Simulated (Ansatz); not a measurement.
# BGeH₄+ (triplet): wave-function methods side by side, cc-pVDZ

One table from this session's results is given with a row withheld; the runs are named, their logs left out.

The runs use Ansatz 0.2.0, Gaussian basis; cc-pVDZ, core rule «outside noble gas», up to 15 orbitals frozen.

The runs, in order: UHF; CCSD(T) on ROHF; CCSD(T) on UHF; BCCD(T) on ROHF; CISD as a restricted active space (open shells left free, so some higher excitations enter); CCSDT(Q) on ROHF; CCSDT(Q) on UHF; CASSCF and NEVPT2, 10 electrons in 10 orbitals.

23 further runs of the same task are left out: 6 that didn't finish, 17 set aside as unsound or not needed. Runs told in other sessions of the task aren't counted.

### The geometry

The geometry is a PBE0/def2-TZVP stationary point (not a proven minimum) of the parent state, kept for this charge and spin. No spin-orbit coupling is included. The filled d shell of Ge may be among the frozen orbitals whatever the setting's name suggests.

6 atoms, charge 1, spin multiplicity 3.

Atoms are counted from 1 here; the program's logs count them from 0.

Bond lengths: Ge1–B2 2.035 Å, Ge1–H3 1.544 Å, Ge1–H4 1.539 Å, Ge1–H5 1.539 Å, B2–H6 1.191 Å. Angles: B2–Ge1–H3 116.3°, B2–Ge1–H4 108.2°, B2–Ge1–H5 108.2°, H3–Ge1–H4 108.0°, H3–Ge1–H5 108.0°, H4–Ge1–H5 107.7°, Ge1–B2–H6 138.1°.

The first run:

in.yaml

```yaml
crystal:
  periodic: [false, false, false]
  atoms:
    - {symbol: Ge, position_ang: [0.000000, 0.014664, 0.265904]}
    - {symbol: B, position_ang: [0.000000, -0.153562, -1.762462]}
    - {symbol: H, position_ang: [0.000000, 1.450275, 0.833026]}
    - {symbol: H, position_ang: [1.242710, -0.713048, 0.809866]}
    - {symbol: H, position_ang: [-1.242710, -0.713048, 0.809866]}
    - {symbol: H, position_ang: [0.000000, 0.566075, -2.711984]}
basis:
  gaussian: {orbitals: cc-pVDZ}
total_charge: 1
magnetization: {spin_polarized: true, initial_magnetization: 2}
hamiltonian: {xc: hf}
output: {orbitals: {seedname: orbitals}}
```

Run with:

```sh
$ ansatz run in.yaml --threads 1 --pin off --events-out ev --progress --plain --max-ram 2393MiB
```

Among the steps run: UHF; CCSD(T) on ROHF; CCSD(T) on UHF; BCCD(T) on ROHF; CISD as a restricted active space (open shells left free, so some higher excitations enter); CCSDT(Q) on ROHF; CCSDT(Q) on UHF; CASSCF and NEVPT2, 10 electrons in 10 orbitals.

One table of the session follows, with a row left open; its other results are not shown here.

It belongs to the step «Misses and costs». 

| method | from UCCSDT(Q) (meV) |
| --- | --- |
| ROHF | +5114.1 |
| UHF | +5016.9 |
| RMP2 | +1321.2 |
| UMP2 | +1304.8 |
| CISD | +515.8 |
| RCCSD | +170.9 |
| UCCSD | +168.4 |
| RCCSD(T) | +44.6 |
| UCCSD(T) | +43.8 |
| BCCD(T) | +45.2 |
| RCCSDT | +6.3 |
| UCCSDT | +4.6 |
| RCCSDT(Q) | ? |
| UCCSDT(Q) | 0 |
| CASSCF frontier | +3240.7 |
| NEVPT2 frontier | +1085.8 |

**Question.** Estimate the row for RCCSDT(Q).

As computed: from UCCSDT(Q) (meV): +2.6. In the column «from UCCSDT(Q) (meV)» it lies between UCCSDT(Q) (0) and UCCSDT (+4.6).

Limits of these values: Restricted and unrestricted rows rest on different reference determinants; a gap between their highest levels can come from leftover correlation error, from unlike frozen cores or from another state.
